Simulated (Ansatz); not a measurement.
# SiGeH2+ (quartet): wave-function methods side by side, cc-pVDZ

Aim: climb from Hartree-Fock through coupled cluster and multireference methods for SiGeH2+ (quartet) at one geometry and basis, and see what each rung misses.

Computed with Ansatz 0.2.0, Gaussian basis. Level: cc-pVDZ, core rule «outside noble gas», up to 19 orbitals frozen.

To be run: UHF; CCSD(T) on ROHF; CCSD(T) on UHF; BCCD(T) on ROHF; CISD; CCSDT(Q) on ROHF; CCSDT(Q) on UHF; CASSCF and MRCISD+Q, 9 electrons in 10 orbitals; CASSCF and NEVPT2, 9 electrons in 10 orbitals.

25 further runs of the same task are left out: 10 that didn't finish, 15 set aside as unsound or not needed.

## (1) The geometry

The geometry is a PBE0/def2-TZVP stationary point (not a proven minimum) of the parent state, kept for this charge and spin. No spin-orbit coupling is included. The filled d shell of Ge may be among the frozen orbitals whatever the setting's name suggests; the logs give the count.

4 atoms, charge 1, spin multiplicity 4.

Atoms are counted from 1 here; the program's logs count them from 0.

Bond lengths: Si1–Ge2 2.342 Å, Si1–H3 1.495 Å, Si1–H4 1.495 Å. Angles: Ge2–Si1–H3 127.1°, Ge2–Si1–H4 127.1°, H3–Si1–H4 105.7°.

## (2) UHF

File in.yaml:

```yaml
crystal:
  periodic: [false, false, false]
  atoms:
    - {symbol: Si, position_ang: [0.000000, 0.000000, 1.638136]}
    - {symbol: Ge, position_ang: [0.000000, 0.000000, -0.703890]}
    - {symbol: H, position_ang: [0.000000, 1.191949, 2.541160]}
    - {symbol: H, position_ang: [0.000000, -1.191949, 2.541160]}
basis:
  gaussian: {orbitals: cc-pVDZ}
total_charge: 1
magnetization: {spin_polarized: true, initial_magnetization: 3}
hamiltonian: {xc: hf}
output: {orbitals: {seedname: orbitals}}
```

Run with:

```bash
$ ansatz run in.yaml --threads 1 --pin off --events-out ev --progress --plain --max-ram 2393MiB
```

Further steps of the session: CCSD(T) on ROHF; CCSD(T) on UHF; BCCD(T) on ROHF; CISD; CCSDT(Q) on ROHF; CCSDT(Q) on UHF; CASSCF and MRCISD+Q, 9 electrons in 10 orbitals; CASSCF and NEVPT2, 9 electrons in 10 orbitals.

**Question.** What will the summary of the whole plan be? Wanted: UCCSDT(Q) below the RHF energy; RMP2 from UCCSDT(Q); UMP2 from UCCSDT(Q); RCCSD from UCCSDT(Q); RCCSD(T) from UCCSDT(Q); UCCSD(T) from UCCSDT(Q); RCCSDT(Q) from UCCSDT(Q); NEVPT2 valence from UCCSDT(Q); MRCISD+Q valence from UCCSDT(Q).

**Answer**, as computed:

| quantity | value |
| --- | --- |
| UCCSDT(Q) below the RHF energy | -4.5270 eV |
| RMP2 from UCCSDT(Q) | +1105.4 meV |
| UMP2 from UCCSDT(Q) | +1105.8 meV |
| RCCSD from UCCSDT(Q) | +212.7 meV |
| RCCSD(T) from UCCSDT(Q) | +61.8 meV |
| UCCSD(T) from UCCSDT(Q) | +47.7 meV |
| RCCSDT(Q) from UCCSDT(Q) | +13.9 meV |
| NEVPT2 valence from UCCSDT(Q) | +785.4 meV |
| MRCISD+Q valence from UCCSDT(Q) | +40.5 meV |
| levels within 1 kcal/mol (43 meV) | RCCSDT, UCCSDT, RCCSDT(Q), MRCISD+Q valence |
| T1 diagnostic | 0.032 |
| effectively unpaired electrons | 3.03 |

RCCSD(T) lands +61.8 meV from the yardstick (1.4 % of the correlation energy). One determinant dominates. Of the multireference levels listed MRCISD+Q valence comes nearest in total energy (+40.5 meV), which doesn't show that its space is the better one. These misses are within one basis, not against nature; the frozen cores of restricted and unrestricted runs differ, which can shift their rows.
